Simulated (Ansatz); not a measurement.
# W (Tungsten): a relaxation

The task is a relaxation on W (Tungsten).

Method: DFT, LDA, PAW with Ansatz's default frozen-core files, scalar-relativistic (as first typed), in Ansatz 0.2.0.

**1. Starting point**

Symmetry: Im-3m, No. 229, cubic system. The conventional cell has a = 3.165 Å, b = 3.165 Å, c = 3.165 Å, α = 90.00°, β = 90.00°, γ = 90.00°. W (site symmetry m-3m) has 8 W at 2.74 Å as nearest neighbours.

Structure file:

```
CELL_PARAMETERS angstrom
-1.58234 1.58234 1.58234
1.58234 -1.58234 1.58234
1.58234 1.58234 -1.58234
ATOMIC_POSITIONS crystal
W 0.00000 0.00000 0.00000
```

**2. Running it**

input.yaml reads:

```yaml
crystal:
  lattice:
    - [-1.582345, 1.582345, 1.582345]
    - [1.582345, -1.582345, 1.582345]
    - [1.582345, 1.582345, -1.582345]
  atoms:
    - { symbol: W, position: [0.0, 0.0, 0.0] }
kpoints:
  mp_grid: { grid: [15, 15, 15] }
scf:
  occupations: { method: gaussian, width: 1.0 }
  max_iter: 100
hamiltonian:
  xc: lda
  pseudopotentials: { kind: paw }
output:
  forces: true
  stress: true
  efg: { contact_densities: true }
relax:
  f_tol: 0.005
  max_steps: 80
  cell: {}
```

Started as:

```
> ansatz run input.yaml --threads 1 --pin off --max-ram 2048MiB --backend cpu --events-out ev --progress --plain --runs-dir out
```

Q: Will this input give a usable result? If not, why, and what should change?

This run ends as converged, with warnings (gradients without spin orbit). That alone doesn't make the input a sound one.

Look at the input: scf.occupations.method is gaussian; scf.occupations.width is 1.0. Occupations are smeared over electronvolts, wider than many features of the bands.

Run again and compare: set scf.occupations.method to fermi_dirac and scf.occupations.width to 0.05.
